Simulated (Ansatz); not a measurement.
# Li3Ga2: properties at the relaxed cell

An exercise on one series of results from a longer session: the logs are not shown, and one member is left open.

Method: DFT PBEsol, scalar-relativistic, plane waves, PAW, in Ansatz 0.2.0.

1 further run of the same task is left out (set aside as unsound or not needed). Runs told in other sessions of the task aren't counted.

### The starting structure

It takes space group R-3m (No. 166, trigonal). The conventional cell has a = 4.309 Å, b = 4.309 Å, c = 13.667 Å, α = 90.00°, β = 90.00°, γ = 120.00°. Li (site symmetry 3m) is surrounded by 4 Li at 2.63 to 2.67 Å and 4 Ga at 2.63 to 2.79 Å. Li (site symmetry -3m) has 6 Li at 2.67 Å and 2 Ga at 2.73 Å in its first shell of neighbours. Around Ga (site symmetry 3m) lie 5 Li at 2.63 to 2.79 Å and 3 Ga at 2.65 Å.

Structure file:

```
CELL_PARAMETERS angstrom
2.15461 1.24396 4.55576
-2.15461 1.24396 4.55576
0.00000 -2.48793 4.55576
ATOMIC_POSITIONS crystal
Li 0.40377 0.40377 0.40377
Li 0.59623 0.59623 0.59623
Li 0.00000 0.00000 0.00000
Ga 0.80023 0.80023 0.80023
Ga 0.19977 0.19977 0.19977
```

This cell was relaxed beforehand with the same method: volume 14.65 Å³/atom, gap on the mesh none (metal).

Set-up of the first run:

The input, input.yaml:

```yaml
crystal:
  lattice:
    - [2.1328425988, 1.2313972485, 4.50973443]
    - [-2.1328425988, 1.2313972485, 4.50973443]
    - [0.0, -2.4627944971, 4.50973443]
  atoms:
    - { symbol: Li, position: [0.4037685594, 0.4037685594, 0.4037685594] }
    - { symbol: Li, position: [0.5962314406, 0.5962314406, 0.5962314406] }
    - { symbol: Li, position: [0.0, 0.0, 0.0] }
    - { symbol: Ga, position: [0.8002301191, 0.8002301191, 0.8002301191] }
    - { symbol: Ga, position: [0.1997698809, 0.1997698809, 0.1997698809] }
basis:
  ecutwfc: 420
kpoints:
  mp_grid: { grid: [12, 12, 12] }
hamiltonian:
  xc: pbesol
scf:
  occupations: { method: gaussian, width: 0.1 }
output:
  forces: true
  stress: true
  eigenvalues: true
relax:
  adjacent_minimum: "off"
  f_tol: 0.01
  max_steps: 30
  cell: { stress_tol: 0.1, fix: [volume] }
```

Launch:

```sh
ansatz run input.yaml --threads 1 --pin off --max-ram 2560MiB --backend cpu --events-out ev --progress --plain --runs-dir out
```

Steps of the session up to this table: Volume × 0.97; The cell scaled to 1.03 of its volume; The cell scaled to 0.94 of its volume; The cell scaled to 1.06 of its volume; Point at V/V0 = 0.91; Point at V/V0 = 1.10; Point at V/V0 = 0.88.

One of the session's tables, all rows but one given; the rest of the session is left out.

It belongs to the step «Energy against volume». 

```
volume (Å³/atom)  energy above the lowest point (meV/atom)  pressure (GPa)
          12.894                                      33.6            6.84
          13.334                                      17.9            4.71
          13.774                                       7.5            2.89
          14.213                                       1.8            1.34
          14.653                                       0.0            0.00
          15.092                                       1.6           -1.15
          15.532                                         ?               ?
          16.118                                      16.0           -3.20
```

**Question.** Estimate the row for volume (Å³/atom) = 15.532.

Worked estimate for «energy above the lowest point (meV/atom)». A straight line through the neighbours (15.092, 1.6) and (16.118, 16.0) gives 1.6 + (16.0 − 1.6) × (15.532 − 15.092) / (16.118 − 15.092) = 7.8; a parabola fitted to 3 rows on both sides gives 5.9.

As computed: energy above the lowest point (meV/atom): 6.2; pressure (GPa): -2.13. In «energy above the lowest point (meV/atom)» the line misses by +1.6 and the parabola by -0.3.
